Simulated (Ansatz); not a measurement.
# SiCl2 + HF: a complex and its separated parts, part 2 of 2

Ansatz 0.2.0, Gaussian basis. Earlier steps stand in the parts before.

**14. wB97X-V/def2-TZVPP**

The inputs:

parta/in.yaml

```yaml
crystal:
  periodic: [false, false, false]
  atoms:
    - {symbol: Si, position_ang: [0.702148, 0.041108, 1.029135]}
    - {symbol: Cl, position_ang: [-0.260942, 1.881774, 1.028719]}
    - {symbol: Cl, position_ang: [-0.902766, -1.258827, 0.805482]}
basis:
  gaussian: {orbitals: def2-TZVPP}
hamiltonian: {xc: {name: wB97X-V}}
```

partb/in.yaml

```yaml
crystal:
  periodic: [false, false, false]
  atoms:
    - {symbol: F, position_ang: [0.611985, -0.075035, -1.448050]}
    - {symbol: H, position_ang: [-0.150326, -0.589021, -1.415286]}
basis:
  gaussian: {orbitals: def2-TZVPP}
hamiltonian: {xc: {name: wB97X-V}}
```

Each run has its own folder and the same command.

Command:

```bash
> ansatz run in.yaml --threads 2 --pin off --events-out ev --progress --plain --max-ram 4352MiB
```

Output in parta (excerpt; [...] marks lines left out):

```text
Functional definition: wB97X-V
  name "wB97X-V"
  cite "Mardirossian & Head-Gordon, Phys. Chem. Chem. Phys. 16, 9904 (2014) doi:10.1039/C3CP54374A"
  cite "Becke, J. Chem. Phys. 107, 8554 (1997) doi:10.1063/1.475007"
  cite "Vydrov & Van Voorhis, J. Chem. Phys. 133, 244103 (2010) doi:10.1063/1.3521275"
[...]
      + integral(e_c_pw_opposite_spin*poly(b97_u_opposite, cos0, cos1)) + vv10(b, c)
911 factors; their error is unknown
132 factors; integrals over basis functions are off by at most 5.4e-5 eV
[...]
mean field -32920.55321634 eV, -1209.8080163482 hartree, gradient 1.2e-5 eV, S^2 0.000000; 0 other end points of the search recorded, 0 dependent functions left out
reference -32920.55321492 eV, -1209.8080162959 hartree; 24, 24 occupied and 102, 102 virtual orbitals, 911 factors
Total energy: -32920.55321492 eV, -1209.8080162959 hartree
```

Output in partb (excerpt; [...] marks lines left out):

```text
[... 5 set-up lines as earlier in the session ...]
[...]
      + integral(e_c_pw_opposite_spin*poly(b97_u_opposite, cos0, cos1)) + vv10(b, c)
215 factors; their error is unknown
48 factors; integrals over basis functions are off by at most 2.2e-5 eV
[...]
mean field -2733.49560567 eV, -100.4541106784 hartree, gradient 1.0e-5 eV, S^2 0.000000; 0 other end points of the search recorded, 0 dependent functions left out
reference -2733.49560507 eV, -100.4541106566 hartree; 5, 5 occupied and 40, 40 virtual orbitals, 215 factors
Total energy: -2733.49560507 eV, -100.4541106566 hartree
```

Times: 3.2 s (parta), 0.4 s (partb) on 2 threads of Arm Neoverse V1, shared host.

**15. wB97M-V/def2-TZVPP**

The same edit goes into each in.yaml of step 14 (parta, partb):

```diff
-hamiltonian: {xc: {name: wB97X-V}}
+hamiltonian: {xc: {name: wB97M-V}}
```

Each run has its own folder and the same command.

Command:

```bash
> ansatz run in.yaml --threads 2 --pin off --events-out ev --progress --plain --max-ram 4352MiB
```

parta printed (excerpt; [...] marks lines left out):

```text
Functional definition: wB97M-V
  name "wB97M-V"
  cite "Mardirossian & Head-Gordon, J. Chem. Phys. 144, 214110 (2016) doi:10.1063/1.4952647"
[... 2 set-up lines as earlier in the session ...]
  # Of w^i u^j: cxij and so on, Table III.
[...]
  gx(w, u) = 1 - cx + cx01*u + cx10*w
[...]
      + integral(e_c_pw_mod_opposite_spin*gos(b97_w_opposite, b97_u_opposite)) + vv10(b, c)
911 factors; their error is unknown
132 factors; integrals over basis functions are off by at most 5.4e-5 eV
[...]
mean field -32924.17895161 eV, -1209.9412596616 hartree, gradient 6.1e-5 eV, S^2 0.000000; 0 other end points of the search recorded, 0 dependent functions left out
reference -32924.17898603 eV, -1209.9412609264 hartree; 24, 24 occupied and 102, 102 virtual orbitals, 911 factors
Total energy: -32924.17898603 eV, -1209.9412609264 hartree
```

Log of partb (excerpt; [...] marks lines left out):

```text
[... 5 set-up lines as earlier in the session ...]
  # Of w^i u^j: cxij and so on, Table III.
[...]
  gx(w, u) = 1 - cx + cx01*u + cx10*w
[...]
      + integral(e_c_pw_mod_opposite_spin*gos(b97_w_opposite, b97_u_opposite)) + vv10(b, c)
215 factors; their error is unknown
48 factors; integrals over basis functions are off by at most 2.2e-5 eV
[...]
mean field -2733.67553176 eV, -100.4607228404 hartree, gradient 1.2e-5 eV, S^2 0.000000; 0 other end points of the search recorded, 0 dependent functions left out
reference -2733.67554642 eV, -100.4607233793 hartree; 5, 5 occupied and 40, 40 virtual orbitals, 215 factors
Total energy: -2733.67554642 eV, -100.4607233793 hartree
```

Times: 4 s (parta), 0.45 s (partb) on 2 threads of Arm Neoverse V1, shared host.

**16. B2PLYP/def2-TZVPP**

Each input of step 15 (parta, partb) changes in the same lines:

```diff
-hamiltonian: {xc: {name: wB97M-V}}
+hamiltonian: {xc: {name: B2PLYP}}
```

The same command starts each run, in its folder.

Command:

```bash
> ansatz run in.yaml --threads 2 --pin off --events-out ev --progress --plain --max-ram 4352MiB
```

Log of parta (excerpt; [...] marks lines left out):

```text
Functional definition: B2PLYP
  name "B2PLYP"
  cite "Grimme, J. Chem. Phys. 124, 034108 (2006) doi:10.1063/1.2148954"
[... 2 set-up lines as earlier in the session ...]
[...]
751 factors; integrals over basis functions are off by at most 8.2e-4 eV
[...]
mean field -32911.14051541 eV, -1209.4621059690 hartree, gradient 9.3e-6 eV, S^2 0.000000; 0 other end points of the search recorded, 0 dependent functions left out
15 core orbitals not correlated: weight in the atoms' cores, before any rotation towards them, 1.000 or more for the frozen orbitals, at most 0.000 for the correlated occupied ones
reference -32911.14065418 eV, -1209.4621110688 hartree; 9, 9 occupied and 102, 102 virtual orbitals, 751 factors
second order -15.84356462 eV of doubles, -0.00000000 eV of singles
Total energy: -32915.41841663 eV, -1209.6193159392 hartree
```

Log of partb (excerpt; [...] marks lines left out):

```text
[... 5 set-up lines as earlier in the session ...]
[...]
287 factors; integrals over basis functions are off by at most 1.0e-3 eV
[...]
mean field -2730.72527305 eV, -100.3523028324 hartree, gradient 1.4e-6 eV, S^2 0.000000; 0 other end points of the search recorded, 0 dependent functions left out
1 core orbitals not correlated: weight in the atoms' cores, before any rotation towards them, 1.000 or more for the frozen orbitals, at most 0.000 for the correlated occupied ones
reference -2730.72532975 eV, -100.3523049160 hartree; 4, 4 occupied and 40, 40 virtual orbitals, 287 factors
second order -8.59391173 eV of doubles, -0.00000000 eV of singles
Total energy: -2733.04568591 eV, -100.4375764323 hartree
```

Wall times: 2.1 s (parta), 0.25 s (partb) on 2 threads of Arm Neoverse V1, shared host.

**17. PBE-QIDH/def2-TZVPP**

The same edit goes into each in.yaml of step 16 (parta, partb):

```diff
-hamiltonian: {xc: {name: B2PLYP}}
+hamiltonian: {xc: {name: PBE-QIDH}}
```

One command serves all of them, each in its own folder.

Command:

```bash
> ansatz run in.yaml --threads 2 --pin off --events-out ev --progress --plain --max-ram 4352MiB
```

Log of parta (excerpt; [...] marks lines left out):

```text
Functional definition: PBE-QIDH
  name "PBE-QIDH"
  cite "Brémond, Sancho-García, Pérez-Jiménez & Adamo, J. Chem. Phys. 141, 031101 (2014) doi:10.1063/1.4890314"
[... 1 set-up line as earlier in the session ...]
[...]
751 factors; integrals over basis functions are off by at most 8.2e-4 eV
[...]
mean field -32902.27663030 eV, -1209.1363641994 hartree, gradient 2.6e-6 eV, S^2 0.000000; 0 other end points of the search recorded, 0 dependent functions left out
15 core orbitals not correlated: weight in the atoms' cores, before any rotation towards them, 1.000 or more for the frozen orbitals, at most 0.000 for the correlated occupied ones
reference -32902.27663967 eV, -1209.1363645436 hartree; 9, 9 occupied and 102, 102 virtual orbitals, 751 factors
second order -14.64071317 eV of doubles, -0.00000000 eV of singles
Total energy: -32907.15687739 eV, -1209.3157099720 hartree
```

partb printed (excerpt; [...] marks lines left out):

```text
[... 4 set-up lines as earlier in the session ...]
[...]
287 factors; integrals over basis functions are off by at most 1.0e-3 eV
[...]
mean field -2728.92256331 eV, -100.2860544713 hartree, gradient 3.8e-6 eV, S^2 0.000000; 0 other end points of the search recorded, 0 dependent functions left out
1 core orbitals not correlated: weight in the atoms' cores, before any rotation towards them, 1.000 or more for the frozen orbitals, at most 0.000 for the correlated occupied ones
reference -2728.92256666 eV, -100.2860545945 hartree; 4, 4 occupied and 40, 40 virtual orbitals, 287 factors
second order -8.07143291 eV of doubles, -0.00000000 eV of singles
Total energy: -2731.61304429 eV, -100.3849278240 hartree
```

Times: 2.1 s (parta), 0.25 s (partb) on 2 threads of Arm Neoverse V1, shared host.

**18. RPA on PBE/def2-TZVPP**

The same edit goes into each in.yaml of step 17 (parta, partb):

```diff
-hamiltonian: {xc: {name: PBE-QIDH}}
+hamiltonian: {xc: pbe}
+correlation: {method: rpa}
```

The same command starts each run, in its folder.

Command:

```bash
> ansatz run in.yaml --threads 2 --pin off --events-out ev --progress --plain --max-ram 4352MiB
```

Output in parta (excerpt; [...] marks lines left out):

```text
[... 4 set-up lines as earlier in the session ...]
[...]
751 factors; integrals over basis functions are off by at most 8.2e-4 eV
[...]
mean field -32911.55246852 eV, -1209.4772449667 hartree, gradient 6.9e-6 eV, S^2 0.000000; 0 other end points of the search recorded, 0 dependent functions left out
15 core orbitals not correlated: weight in the atoms' cores, before any rotation towards them, 1.000 or more for the frozen orbitals, at most 0.000 for the correlated occupied ones
reference -32871.24329184 eV, -1207.9959100461 hartree; 9, 9 occupied and 102, 102 virtual orbitals, 751 factors
Total energy: -32892.80421545 eV, -1208.7882593742 hartree
```

Output in partb (excerpt; [...] marks lines left out):

```text
[... 4 set-up lines as earlier in the session ...]
[...]
287 factors; integrals over basis functions are off by at most 1.0e-3 eV
[...]
mean field -2731.84354221 eV, -100.3933984660 hartree, gradient 9.2e-7 eV, S^2 0.000000; 0 other end points of the search recorded, 0 dependent functions left out
1 core orbitals not correlated: weight in the atoms' cores, before any rotation towards them, 1.000 or more for the frozen orbitals, at most 0.000 for the correlated occupied ones
reference -2722.68134038 eV, -100.0566937593 hartree; 4, 4 occupied and 40, 40 virtual orbitals, 287 factors
Total energy: -2733.63264854 eV, -100.4591469110 hartree
```

Times: 1.6 s (parta), 0.25 s (partb) on 2 threads of Arm Neoverse V1, shared host.

**19. CCSD(T)/def2-TZVPP**

The same edit goes into each in.yaml of step 18 (parta, partb):

```diff
-hamiltonian: {xc: pbe}
-correlation: {method: rpa}
+correlation: {method: ccsd_t}
```

Each run has its own folder and the same command.

Command:

```bash
> ansatz run in.yaml --threads 2 --pin off --events-out ev --progress --plain --max-ram 4352MiB
```

Output in parta (excerpt; [...] marks lines left out):

```text
Functional definition: HF
  name "HF"
  cite "Fock, Z. Phys. 61, 126 (1930) doi:10.1007/BF01340294"
[... 1 set-up line as earlier in the session ...]
[...]
751 factors; integrals over basis functions are off by at most 8.2e-4 eV
[...]
mean field -32872.31387999 eV, -1208.0352534349 hartree, gradient 9.6e-6 eV, S^2 0.000000; 0 other end points of the search recorded, 0 dependent functions left out; unrestricted orbitals would lower it
[...]
reference -32872.31387999 eV, -1208.0352534349 hartree; 9, 9 occupied and 102, 102 virtual orbitals, 751 factors
second order -12.86262306 eV of doubles, -0.00000000 eV of singles
cycle   1  -13.55239901 eV  change   -6.9e-1 eV  update   8.4e-2
[...]
cycle   9  -13.94076879 eV  change    7.0e-7 eV  update   1.6e-5
perturbative correction -0.65287034 eV, -0.0239925426 hartree
Total energy: -32886.90751912 eV, -1208.5715597813 hartree
```

Output in partb (excerpt; [...] marks lines left out):

```text
[... 4 set-up lines as earlier in the session ...]
[...]
287 factors; integrals over basis functions are off by at most 1.0e-3 eV
[...]
mean field -2722.91279045 eV, -100.0651993926 hartree, gradient 4.5e-6 eV, S^2 0.000000; 0 other end points of the search recorded, 0 dependent functions left out
1 core orbitals not correlated: weight in the atoms' cores, before any rotation towards them, 1.000 or more for the frozen orbitals, at most 0.000 for the correlated occupied ones
reference -2722.91279045 eV, -100.0651993926 hartree; 4, 4 occupied and 40, 40 virtual orbitals, 287 factors
second order -7.36478077 eV of doubles, -0.00000000 eV of singles
cycle   1  -7.29616298 eV  change    6.9e-2 eV  update   3.9e-2
[...]
cycle   8  -7.43083139 eV  change    1.1e-6 eV  update   3.3e-6
perturbative correction -0.17033019 eV, -0.0062595191 hartree
Total energy: -2730.51395204 eV, -100.3445369285 hartree
```

Times: 3 s (parta), 0.2 s (partb) on 2 threads of Arm Neoverse V1, shared host; peak memory 0.4 GiB.

**20. Vibrations of SiCl2**

File vib-parta/in.yaml:

```yaml
crystal:
  periodic: [false, false, false]
  atoms:
    - {symbol: Si, position_ang: [0.702148, 0.041108, 1.029135]}
    - {symbol: Cl, position_ang: [-0.260942, 1.881774, 1.028719]}
    - {symbol: Cl, position_ang: [-0.902766, -1.258827, 0.805482]}
basis:
  gaussian: {orbitals: def2-TZVP}
hamiltonian: {xc: pbe0, dispersion: d4}
phonons: {temperatures: {t_min: 298.15, t_max: 900, t_step: 200}}
```

Command:

```bash
> ansatz run in.yaml --threads 2 --pin off --events-out ev --progress --plain --max-ram 4352MiB
```

The program printed (excerpt; [...] marks lines left out):

```text
[... 5 set-up lines as earlier in the session ...]
[...]
804 factors; their error is unknown
[...]
mean field -32914.13279983 eV, -1209.5720703931 hartree, gradient 1.3e-5 eV, S^2 0.000000; 0 other end points of the search recorded, 0 dependent functions left out
[...]
Total energy: -32914.21486089 eV, -1209.5750860817 hartree
Atom 0 at     0.702148     0.041108     1.029135 Å, force    -0.000030     0.000006    -0.000003 eV/Å
Atom 1 at    -0.260942     1.881774     1.028719 Å, force     0.000024     0.000038     0.000004 eV/Å
Atom 2 at    -0.902766    -1.258827     0.805482 Å, force     0.000007    -0.000044    -0.000002 eV/Å
Dipole moment:     0.176313    -0.037125     0.015384 e Å
Vibrations: 197.79 514.66 520.19 cm⁻¹, zero-point energy 0.076413 eV
```

Wall time 7 s (2 threads of Arm Neoverse V1, shared host).

Wavenumbers and character of the modes:

```
mode  wavenumber (cm⁻¹)      character
   1                198           bend
   2                515  Si–Cl stretch
   3                520  Si–Cl stretch
```

Vibrational sums (real modes only):

```
T (K)  entropy (J/mol/K)  heat capacity (J/mol/K)
  298               14.2                     17.8
  498               24.5                     21.9
  698               32.2                     23.3
  898               38.1                     24.0
```

**21. Vibrations of HF**

File vib-partb/in.yaml:

```yaml
crystal:
  periodic: [false, false, false]
  atoms:
    - {symbol: F, position_ang: [0.611985, -0.075035, -1.448050]}
    - {symbol: H, position_ang: [-0.150326, -0.589021, -1.415286]}
basis:
  gaussian: {orbitals: def2-TZVP}
hamiltonian: {xc: pbe0, dispersion: d4}
phonons: {temperatures: {t_min: 298.15, t_max: 900, t_step: 200}}
```

Command:

```bash
> ansatz run in.yaml --threads 2 --pin off --events-out ev --progress --plain --max-ram 4352MiB
```

The program printed (excerpt; [...] marks lines left out):

```text
[... 5 set-up lines as earlier in the session ...]
[...]
200 factors; their error is unknown
[...]
mean field -2731.80169985 eV, -100.3918607878 hartree, gradient 6.9e-6 eV, S^2 0.000000; 0 other end points of the search recorded, 0 dependent functions left out
[...]
reference -2731.80152915 eV, -100.3918545146 hartree; 5, 5 occupied and 32, 32 virtual orbitals, 200 factors
Total energy: -2731.80322156 eV, -100.3919167095 hartree
Atom 0 at     0.611985    -0.075035    -1.448050 Å, force     0.003412     0.002301    -0.000147 eV/Å
Atom 1 at    -0.150326    -0.589021    -1.415286 Å, force    -0.003412    -0.002301     0.000147 eV/Å
Dipole moment:    -0.332110    -0.223924     0.014274 e Å
Vibrations: 4153.89 cm⁻¹, zero-point energy 0.257509 eV
```

Run time: 1.2 s. Hardware: 2 threads of Arm Neoverse V1, shared host.

The modes, with what each moves most:

```
mode  wavenumber (cm⁻¹)    character
   1               4154  F–H stretch
```

Vibrational sums (real modes only):

```
T (K)  entropy (J/mol/K)  heat capacity (J/mol/K)
  298                0.0                      0.0
  498                0.0                      0.0
  698                0.0                      0.1
  898                0.1                      0.5
```

**22. Complex less separated parts**

The complex's own energies come from single points at the same levels.

Rows are in def2-TZVPP; times add the 3 runs of a level on a shared host, so small differences are noise.

Differences are taken before rounding.

```
      method                    rung  complex less parts (kcal/mol)  from CCSD(T) (kcal/mol)   time
       SPW92                     LDA                         -10.01                    -7.09  1.6 s
      PBE-D4                     GGA                          -6.06                    -3.15  2.6 s
     BLYP-D4                     GGA                          -5.16                    -2.24  2.8 s
   r2SCAN-D4                meta-GGA                          -5.59                    -2.67  6.6 s
      B97M-V                meta-GGA                          -5.36                    -2.44   11 s
     PBE0-D4                  hybrid                          -5.15                    -2.23  4.1 s
    B3LYP-D4                  hybrid                          -4.77                    -1.85  4.1 s
  r2SCAN0-D4                  hybrid                          -5.05                    -2.14  7.7 s
    BHLYP-D4                  hybrid                          -4.49                    -1.57  4.1 s
CAM-B3LYP-D4  range-separated hybrid                          -5.36                    -2.45  4.5 s
     wB97X-V  range-separated hybrid                          -5.20                    -2.29   11 s
     wB97M-V  range-separated hybrid                          -5.80                    -2.89   12 s
      B2PLYP           double hybrid                          -3.34                    -0.42  6.7 s
    PBE-QIDH           double hybrid                          -3.86                    -0.94    7 s
  RPA on PBE                     RPA                          -1.72                    +1.19  5.4 s
Hartree-Fock            wavefunction                           0.10                    +3.01       
         MP2            wavefunction                          -3.41                    -0.49       
        CCSD            wavefunction                          -2.39                    +0.53       
     CCSD(T)            wavefunction                          -2.92                        0   38 s
```

Among the levels timed on like hardware and quicker than the yardstick, those that no quicker one beats, quickest first: SPW92 (1.6 s, -7.09 kcal/mol); PBE-D4 (2.6 s, -3.15 kcal/mol); BLYP-D4 (2.8 s, -2.24 kcal/mol); BHLYP-D4 (4.1 s, -1.57 kcal/mol); RPA on PBE (5.4 s, +1.19 kcal/mol); B2PLYP (6.7 s, -0.42 kcal/mol).

For cost: B2PLYP gets within 0.42 kcal/mol in 6.7 s, where CCSD(T) took 38 s; the quickest level in the cost chart, SPW92, takes 1.6 s and misses by 7.09 kcal/mol.

The complex's zero-point energy, from a separate PBE0-D4 run, is 0.388 eV.

**23. What came out**

The summary covers parts 1 to 2.

```
                              quantity           value
complex less parts, CCSD(T)/def2-TZVPP  -2.92 kcal/mol
                with zero-point energy  -1.68 kcal/mol
                 largest T1 diagnostic           0.013
```

At CCSD(T) the complex lies 2.92 kcal/mol below its parts. B2PLYP is the best functional here (-0.42 kcal/mol from CCSD(T)); SPW92 is the worst (-7.09 kcal/mol). Mean unsigned error by rung: LDA 7.09, GGA 2.70, meta-GGA 2.56, hybrid 1.95, range-separated hybrid 2.54, double hybrid 0.68 kcal/mol. PBE-D4 gives a relative energy 3.15 kcal/mol too low, an error of 108 % of the reference. No counterpoise was applied, and triple zeta lacks some correlation, so the CCSD(T) reference has a basis error of its own, and close matches with it are partly luck. The restricted Hartree–Fock reference is unstable towards an unrestricted one at one or more of these structures.
